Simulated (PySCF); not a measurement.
# Solver options tried on AsN

Aim: find out which solver settings change the answer for AsN.

Computed with PySCF 2.14.0. Level: method and basis as typed in the scripts.

5 further runs of the same task are left out: 5 that didn't finish.

### 1 Starting geometry

AsN: 2 atoms, charge 0, spin multiplicity 1.

Bond lengths: As1–N2 2.104 Å.

### 2 The run that the others are compared with

Input file input.py:

```python
from pyscf import gto, scf, mp

mol = gto.M(
    atom='As 0 0 0; N 0 0 2.104',
    basis='sbkjc',
    ecp={'As': 'sbkjc', 'N': 'sbkjc'},
    charge=0,
    spin=0,
    verbose=4,
)
mf = scf.RHF(mol)
mf = mf.density_fit(auxbasis='def2-universal-jkfit')
mf.kernel()
mp.MP2(mf).kernel()
mf.dip_moment()
print('orbital energies (hartree):', mf.mo_energy[..., max(0, mol.nelec[1]-3):mol.nelec[0]+3].round(4))
```

Command:

```sh
$ OMP_NUM_THREADS=1 python input.py
```

Its log is not repeated here.

Base result: E(SCF) = -15.474192 Eh, 12 cycles, E(MP2) − E(SCF) = -0.35096 Eh, μ = 3.46 D (of the SCF density).

The bond length is a typed value, not an optimised one.

### 3 Initial guess random

Edit 1 changes initial guess: minao → random.

Input file input.py:

```python
from pyscf import gto, scf, mp

mol = gto.M(
    atom='As 0 0 0; N 0 0 2.104',
    basis='sbkjc',
    ecp={'As': 'sbkjc', 'N': 'sbkjc'},
    charge=0,
    spin=0,
    verbose=4,
)
mf = scf.RHF(mol)
mf = mf.density_fit(auxbasis='def2-universal-jkfit')
mf.init_guess = 'random'
mf.kernel()
mp.MP2(mf).kernel()
mf.dip_moment()
print('orbital energies (hartree):', mf.mo_energy[..., max(0, mol.nelec[1]-3):mol.nelec[0]+3].round(4))
```

Command:

```sh
$ OMP_NUM_THREADS=1 python input.py
```

### 4 Convergence threshold 1e-05 hartree

Edit 2 changes convergence threshold: default → 1e-05 hartree.

input.py, as its differences from that of step 2:

```diff
@@ -12,2 +12,3 @@
 mf = mf.density_fit(auxbasis='def2-universal-jkfit')
+mf.conv_tol = 1e-05
 mf.kernel()
```

### 5 Smearing width 0.01 hartree

Edit 3 changes smearing width: none → 0.01 hartree; step after the SCF: mp2 → none.

input.py, as its differences from that of step 2:

```diff
@@ -1,2 +1,2 @@
-from pyscf import gto, scf, mp
+from pyscf import gto, scf
 
@@ -12,4 +12,4 @@
 mf = mf.density_fit(auxbasis='def2-universal-jkfit')
+mf = scf.addons.smearing_(mf, sigma=0.01, method='fermi')
 mf.kernel()
-mp.MP2(mf).kernel()
 mf.dip_moment()
```

### 6 Second-order solver on

Edit 4 changes second-order solver: off → on.

input.py, as its differences from that of step 2:

```diff
@@ -12,2 +12,3 @@
 mf = mf.density_fit(auxbasis='def2-universal-jkfit')
+mf = mf.newton()
 mf.kernel()
```

### 7 Convergence threshold 1e-11 hartree

Edit 5 changes convergence threshold: default → 1e-11 hartree.

input.py, as its differences from that of step 2:

```diff
@@ -12,2 +12,3 @@
 mf = mf.density_fit(auxbasis='def2-universal-jkfit')
+mf.conv_tol = 1e-11
 mf.kernel()
```

### 8 Point-group symmetry on

Edit 6 changes point-group symmetry: off → on.

input.py, as its differences from that of step 2:

```diff
@@ -8,2 +8,3 @@
     spin=0,
+    symmetry=True,
     verbose=4,
```

Before running it: what results should come out? Wanted: for each run, E(SCF); from base; gap; SCF dipole; after the SCF.

The runs gave:

```csv
run,E(SCF) (hartree),from base (eV),cycles,gap (eV),SCF dipole (D),after the SCF
base,-15.474192,0,12,8.54,3.46,MP2 correlation -9.550 eV
initial guess random,-15.474192,0.0000,12,8.54,3.46,MP2 correlation -9.550 eV
convergence threshold 1e-05 hartree,-15.474192,0.0000,10,8.54,3.46,MP2 correlation -9.551 eV
smearing width 0.01 hartree,-15.474192,0.0000,12,n/a,3.46,n/a
second-order solver on,-15.474192,0.0000,5 macro,8.54,3.46,MP2 correlation -9.550 eV
convergence threshold 1e-11 hartree,-15.474192,0.0000,13,8.54,3.46,MP2 correlation -9.550 eV
point-group symmetry on,-15.474192,0.0000,12,8.54,3.46,MP2 correlation -9.550 eV
```

Distance from each run's final energy (log10 hartree) by cycle:

```csv
run,cycle 1,cycle 2,cycle 3,cycle 5,cycle 8,cycle 12
base,-0.1,0.4,-1.0,-1.9,-4.1,< -11
initial guess random,-0.1,0.4,-1.0,-1.9,-4.1,< -11
convergence threshold 1e-05 hartree,-0.1,0.4,-1.0,-1.9,-4.1,done
smearing width 0.01 hartree,-0.1,0.4,-1.0,-1.9,-4.1,< -11
second-order solver on,-1.2,-3.3,-7.5,< -11,done,done
convergence threshold 1e-11 hartree,-0.1,0.4,-1.0,-1.9,-4.1,< -11
point-group symmetry on,-0.1,0.4,-1.0,-1.9,-4.1,< -11
```

What this shows: No change of the SCF energy comes from initial guess random or convergence threshold 1e-05 hartree or smearing width 0.01 hartree or second-order solver on or convergence threshold 1e-11 hartree or point-group symmetry on. PySCF falls back to minao for a guess that it doesn't know or can't read, so that run repeats the base. With initial guess random, smearing width 0.01 hartree, point-group symmetry on the path hardly changes: 12 cycles against 12.
